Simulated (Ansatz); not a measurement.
# PtC18: the cost of one run

Program: Ansatz 0.2.0. Level of theory: DFT PBE, plane waves, PAW, scalar-relativistic, no spin polarisation. These are calculated values, not measurements.

1 further run of the same task is left out (it didn't finish).

### Step 1. The starting structure

The cell holds 19 atoms (C18Pt): a = 7.398 Å, b = 7.398 Å, c = 12.000 Å, α = 90.00°, β = 90.00°, γ = 120.00°.

Its coordinates follow in the input file.

### Step 2. End point A

Input file input.yaml:

```yaml
crystal:
  lattice:
    - [7.398, 0.0, 0.0]
    - [-3.699, 6.406856, 0.0]
    - [0.0, 0.0, 12.0]
  atoms:
    - { symbol: C, position: [0.0, 0.0, 0.0833333] }
    - { symbol: C, position: [0.2222222, 0.1111111, 0.0833333] }
    - { symbol: C, position: [0.0, 0.3333333, 0.0833333] }
    - { symbol: C, position: [0.2222222, 0.4444444, 0.0833333] }
    - { symbol: C, position: [0.0, 0.6666667, 0.0833333] }
    - { symbol: C, position: [0.2222222, 0.7777778, 0.0833333] }
    - { symbol: C, position: [0.3333333, 0.0, 0.0833333] }
    - { symbol: C, position: [0.5555556, 0.1111111, 0.0833333] }
    - { symbol: C, position: [0.3333333, 0.3333333, 0.0833333] }
    - { symbol: C, position: [0.5555556, 0.4444444, 0.0833333] }
    - { symbol: C, position: [0.3333333, 0.6666667, 0.0833333] }
    - { symbol: C, position: [0.5555556, 0.7777778, 0.0833333] }
    - { symbol: C, position: [0.6666667, 0.0, 0.0833333] }
    - { symbol: C, position: [0.8888889, 0.1111111, 0.0833333] }
    - { symbol: C, position: [0.6666667, 0.3333333, 0.0833333] }
    - { symbol: C, position: [0.8888889, 0.4444444, 0.0833333] }
    - { symbol: C, position: [0.6666667, 0.6666667, 0.0833333] }
    - { symbol: C, position: [0.8888889, 0.7777778, 0.0833333] }
    - { symbol: Pt, position: [0.439086, 0.7195902, 0.255] }
basis:
  ecutwfc: 420.0
kpoints:
  mp_grid: { grid: [2, 2, 1] }
hamiltonian:
  xc: pbe
scf:
  occupations: { method: gaussian, width: 0.02 }
  lower_state_search: "off"
relax:
  f_tol: 0.03
  max_steps: 60
  adjacent_minimum: "off"
```

Run with:

```
ansatz run input.yaml --threads 1 --pin off --max-ram 3072MiB --backend cpu --events-out ev --progress --plain --runs-dir out
```

Q: Estimate wall time and peak memory on 1 thread of Arm Neoverse V2, shared host.

About 29 s, with a peak of 0.65 GiB.
